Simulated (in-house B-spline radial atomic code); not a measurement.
**Co⁺: binding energies from hole states**

How much more does a second hole in Co⁺ cost because of the first?

The numbers are computed with in-house B-spline radial atomic code version 1 (Dirac-Hartree-Fock, average of configuration, Fermi nucleus, basis-set limit), except any that are marked as measured or tabulated.

### Step 1. Starting point

- element: cobalt (Z = 27)
- charge: +1
- electrons: 26
- configuration: [Ar] 3d8
- Hamiltonian: Dirac-Coulomb
- nucleus: Fermi, rms radius 3.788 fm

Outer shells as boxes (Hund's rule):

[Ar] 3d8
```
[Ar] core
3d [↑↓][↑↓][↑↓][↑ ][↑ ]
```

The boxes draw the filling by Hund's rule, which heavy ions in jj coupling don't follow; these runs average over all states of the configuration.

Settings, as recorded:

```ini
Z = 27
electrons = 26.0
configuration = [Ar] 3d8
hamiltonian = dirac
method = hf
spin_polarised = False
nucleus = fermi
rms_radius = 3.7875
mass_number = 59
atomic_mass = 58.933193524
speed_of_light = 137.035999084
```

The reference is known from an earlier run: -1391.757136 hartree in all. Up to eight levels, counted from the top:

```
orbital  occupation  energy (eV)  <r> (bohr)
  2s1/2           2      -967.46      0.2539
  2p1/2           2      -835.19      0.2224
  2p3/2           4      -820.12      0.2254
  3s1/2           2      -128.17      0.7790
  3p1/2           2      -86.599      0.8207
  3p3/2           4      -84.636      0.8302
  3d3/2         3.2      -19.759       1.097
  3d5/2         4.8      -19.544       1.105
```

Single holes known from earlier runs (ΔSCF): 1s 7737.76 eV, 2s 945.01 eV, 2p3/2 796.24 eV, 3s 122.03 eV, 3d 15.868 eV.

### Step 2. The 1s and 2s holes

Settings, as recorded:

```ini
Z = 27
electrons = 24.0
configuration = 1s1 2s1 2p6 3s2 3p6 3d8
hamiltonian = dirac
method = hf
spin_polarised = False
nucleus = fermi
rms_radius = 3.7875
mass_number = 59
atomic_mass = 58.933193524
speed_of_light = 137.035999084
```

### Step 3. The 3s and 3s holes

Settings: those of step 2 with these lines changed.

```diff
@@ -2,3 +2,3 @@
 electrons = 24.0
-configuration = 1s1 2s1 2p6 3s2 3p6 3d8
+configuration = 1s2 2s2 2p6 3p6 3d8
 hamiltonian = dirac
```

### Step 4. The 2s and 2p3/2 holes

In configurations, a minus sign after the shell means j = l − 1/2 and a plus sign j = l + 1/2; the count of electrons follows.

Settings: those of step 3 with these lines changed.

```diff
@@ -2,3 +2,3 @@
 electrons = 24.0
-configuration = 1s2 2s2 2p6 3p6 3d8
+configuration = 1s2 2s1 2p-2 2p+3 3s2 3p6 3d8
 hamiltonian = dirac
```

### Step 5. The 3s and 3d holes

Settings: those of step 4 with these lines changed.

```diff
@@ -2,3 +2,3 @@
 electrons = 24.0
-configuration = 1s2 2s1 2p-2 2p+3 3s2 3p6 3d8
+configuration = 1s2 2s2 2p6 3s1 3p6 3d7
 hamiltonian = dirac
```

### Step 6. The 1s and 1s holes

Settings: those of step 5 with these lines changed.

```diff
@@ -2,3 +2,3 @@
 electrons = 24.0
-configuration = 1s2 2s2 2p6 3s1 3p6 3d7
+configuration = 2s2 2p6 3s2 3p6 3d8
 hamiltonian = dirac
```

What does each hole state cost in eV, and how does that compare with the orbital energies or single holes?

**Answer**, as computed:

| two holes | ΔSCF (eV) | less the two single holes (eV) |
| --- | --- | --- |
| 1s and 2s | 8753.38 | 70.61 |
| 3s and 3s | 265.31 | 21.24 |
| 2s and 2p3/2 | 1790.43 | 49.18 |
| 3s and 3d | 155.95 | 18.05 |
| 1s and 1s | 15847.2 | 371.70 |

**Reading.** Two holes cost more than the sum of each, because the second electron leaves a more charged ion. The excess runs from 18.1 eV (3s and 3d) to 371.7 eV (1s and 1s); it tends to be largest where both holes are compact. Two partly filled shells share a symmetry and can mix in the average, which may lower the energy, in these hole states: 1s and 2s. Values are for the free ion, measured from the vacuum level.
